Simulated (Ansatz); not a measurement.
# BrClFH₃Si₂, SMILES F[Si]([SiH3])(Cl)Br: a geometry optimisation

Program: Ansatz 0.2.0 through its Python package.

Input file `brclfh3si2.xyz`:
```text
8

F     0.43160    0.18970   -2.23460
Si   -0.45300    0.46660   -0.89440
Si    0.52030   -0.60280    0.87020
Cl   -2.28380   -0.22010   -1.18430
Br   -0.55800    2.64630   -0.53210
H     0.63990   -2.05980    0.66050
H    -0.18210   -0.38830    2.15090
H     1.97720   -0.08860    1.10800
```

`brclfh3si2_opt.py`:
```python
"""Geometry optimisation of BrClFH3Si2."""

from dataclasses import dataclass
import warnings

import ansatz as az
import numpy as np
import pandas as pd


@dataclass(frozen=True)
class Settings:
    basis_set: str = "def2-SVP"
    functional: str = "pbe"
    dispersion: str = "d4"


cfg = Settings()

warnings.simplefilter("ignore", az.DeckWarning)

system = az.Crystal.molecule_from_extxyz("brclfh3si2.xyz")

setup = (
    system.calculation()
    .basis(gaussian=cfg.basis_set)
    .functional(cfg.functional, dispersion=cfg.dispersion)
)
symbols = [site.symbol for site in system.cartesian_sites]
start = np.array([site.position_ang for site in system.cartesian_sites], dtype=float)
def progress(event):
    if event["event"] == "relax_step":
        row = event["data"]
        print(f"step {row['step']:3d}  E = {row['lagrangian_ev']:.6f} eV  largest force component {row['allowed_force_max_ev_ang']:.4f} eV/A")


data = setup.relax(force_tolerance=0.02, max_steps=100).session().plan().execute(on_event=progress).report
end = np.array(data["positions_ang"])

for key in ("converged", "free_energy_ev", "reference_energy_ev", "n_frozen", "n_occupied", "n_virtual"):
    print(f"{key:22s} {data[key]}")

print("final positions (A) and the move of each atom")
for symbol, xyz, old in zip(symbols, end, start):
    print(f"{symbol:2s} {xyz[0]:10.5f} {xyz[1]:10.5f} {xyz[2]:10.5f}   {np.linalg.norm(xyz - old):7.4f}")

charges = data["charge_distribution"]
table = pd.DataFrame({"atom": symbols, "mulliken": charges["mulliken_charges_e"], "lowdin": charges["lowdin_charges_e"]})
print(table.round(3).to_string())
print("dipole (e A):", np.round(charges["dipole_moment_e_ang"], 4) + 0.0)
with open("brclfh3si2_opt.xyz", "w") as handle:
    handle.write(f"{len(symbols)}\nrelaxed BrClFH3Si2\n")
    handle.writelines(f"{s:2s} {x:11.6f} {y:11.6f} {z:11.6f}\n" for s, (x, y, z) in zip(symbols, end))
```

```console
$ python brclfh3si2_opt.py
step   1  E = -101048.165333 eV  largest force component 1.8734 eV/A
step   2  E = -101048.343207 eV  largest force component 0.2587 eV/A
step   3  E = -101048.349184 eV  largest force component 0.1126 eV/A
step   4  E = -101048.352043 eV  largest force component 0.0556 eV/A
step   5  E = -101048.352215 eV  largest force component 0.0317 eV/A
step   6  E = -101048.352328 eV  largest force component 0.0105 eV/A
converged              True
free_energy_ev         -101048.35236270279
reference_energy_ev    -101048.07866058493
n_frozen               0
n_occupied             [46, 46]
n_virtual              [69, 69]
final positions (A) and the move of each atom
F     0.41387    0.22320   -2.25874    0.0449
Si   -0.43255    0.46560   -0.88215    0.0239
Si    0.58916   -0.62267    0.92154    0.0882
Cl   -2.34371   -0.26098   -1.20478    0.0754
Br   -0.52174    2.66435   -0.52586    0.0410
H     0.64368   -2.09939    0.64886    0.0414
H    -0.23362   -0.35221    2.14855    0.0629
H     1.97702   -0.07491    1.09679    0.0177
  atom  mulliken  lowdin
0    F    -0.264   0.006
1   Si     0.606  -0.198
2   Si     0.105   0.162
3   Cl    -0.195   0.105
4   Br    -0.194   0.065
5    H    -0.019  -0.047
6    H    -0.020  -0.046
7    H    -0.019  -0.047
dipole (e A): [ 0.106  -0.1285  0.2971]
```

File `brclfh3si2_opt.xyz` afterwards:
```text
8
relaxed BrClFH3Si2
F     0.413866    0.223202   -2.258743
Si   -0.432551    0.465605   -0.882150
Si    0.589160   -0.622666    0.921538
Cl   -2.343712   -0.260977   -1.204781
Br   -0.521742    2.664346   -0.525864
H     0.643682   -2.099394    0.648858
H    -0.233619   -0.352208    2.148555
H     1.977016   -0.074909    1.096788
```

What to keep in mind:
- Total energies depend on the basis set; only differences at equal settings carry meaning.
- The end point is the stationary point reached from this start; no frequency run checks that it is a minimum, and the basis set is modest.
- The Löwdin charges here are taken after orthogonalising the functions within each atom; they differ from plain Löwdin charges, and their signs can be unphysical.
- Total less reference energy is the dispersion correction.
- Run time: 34 s on 1 thread of Arm Neoverse V1, on a shared host, peak memory 0.28 GiB.

(Lines on the test bed's own set-up are left out of the output.)
